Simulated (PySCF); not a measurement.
# [Ce(H2CO)]3+: other functionals and bases at one geometry

One table from this session's results is given with a row withheld; the runs are named, their logs left out.

The runs use PySCF 2.14.0; several levels, as the steps say, no spin–orbit coupling.

1 further run of the same task is left out (for a known fault of the program).

**Where the work starts**

5 atoms, charge 3, spin multiplicity 1.

Bond lengths: Ce1–O2 2.193 Å, O2–C3 1.264 Å, C3–H4 1.112 Å, C3–H5 1.112 Å. Angles: Ce1–O2–C3 180.0°, O2–C3–H4 119.4°, O2–C3–H5 119.4°, H4–C3–H5 121.2°.

As a file:

```
Ce    0.0000    0.0000   -0.2868
O     0.0000    0.0000    1.9066
C     0.0000    0.0000    3.1702
H     0.9692    0.0000    3.7163
H    -0.9692    0.0000    3.7163
```

Formal oxidation states: Ce +3. Each metal's 1 4f electrons lie in its core potential, so multiplicities, spins and levels count the valence alone. An earlier session relaxed this geometry at PBE0, Ce lcecp-1-SVP with ECP47, O def2-SVP, C def2-SVP, H def2-SVP (singlet, point group C2v).

At PBE0 on the finer grid: E = -145.276976 Eh, HOMO -24.61 eV, LUMO -19.00 eV, Mulliken charge on Ce1 +2.51 e, largest force component 0.003 eV/Å. 

Levels to run: TPSSh; CAM-B3LYP; PBE0, TZVP. Hardware: 2 threads of Arm Neoverse V2, shared host.

Set-up of the first run:

The input, run.py (the lines that set the calculation):

```python
mol = gto.M(atom='''
Ce     0.00000     0.00000    -0.28678
O      0.00000     0.00000     1.90663
C      0.00000     0.00000     3.17018
H      0.96916     0.00000     3.71635
H     -0.96916     0.00000     3.71635''',
    basis={'Ce': 'lcecp-1-SVP', 'O': 'def2-SVP', 'C': 'def2-SVP', 'H': 'def2-SVP'},
    ecp={'Ce': 'lcecp-1-SVP'},
    charge=3, spin=0)
mf = dft.RKS(mol, xc='TPSSH')
mf.grids.atom_grid = (75, 302)  # f atoms: unpruned, at least (60, 302)
mf = mf.density_fit()  # fitting sets: Ce AutoAux, O def2-universal-JKFIT, C def2-universal-JKFIT, H def2-universal-JKFIT
mf.conv_tol = 1e-08; mf.max_cycle = 55
mf.kernel(dm0)  # dm0: the density of the relaxed state
```

Started as:

```sh
$ OMP_NUM_THREADS=2 python run.py
```

Steps of the session up to this table: TPSSh; CAM-B3LYP; PBE0, TZVP.

One table of the session follows, with a row left open; its other results are not shown here.

| level | HOMO (eV) | gap (eV) | charge on Ce1 (e) | dipole (D) | largest force component (eV/Å) |
| --- | --- | --- | --- | --- | --- |
| PBE0 (relaxed here) | -24.61 | 5.61 | 2.51 | 3.62 | 0.00 |
| TPSSh | ? | ? | ? | ? | ? |
| CAM-B3LYP | -25.96 | 8.07 | 2.51 | 3.44 | 0.13 |
| PBE0, TZVP | -24.59 | 5.66 | 2.57 | 3.68 | 0.37 |

**Question.** Estimate the row for TPSSh.

**Answer.** HOMO (eV): -23.89; gap (eV): 4.50; charge on Ce1 (e): 2.49; dipole (D): 3.75; largest force component (eV/Å): 0.60. In the column «HOMO (eV)» it is the highest.

The dipole of a charged species depends on the origin, so these sizes hold for this origin alone.

In one basis the HOMO–LUMO gap runs from 4.50 eV (TPSSh) to 8.07 eV (CAM-B3LYP). The largest leftover force, 0.60 eV/Å with TPSSh, stands at a geometry relaxed at another level. With 4f in the core, its levels are missing from HOMO and gap, and its count is fixed, so no charge can pass from the ligands into it. Total energies of different levels can't be compared.
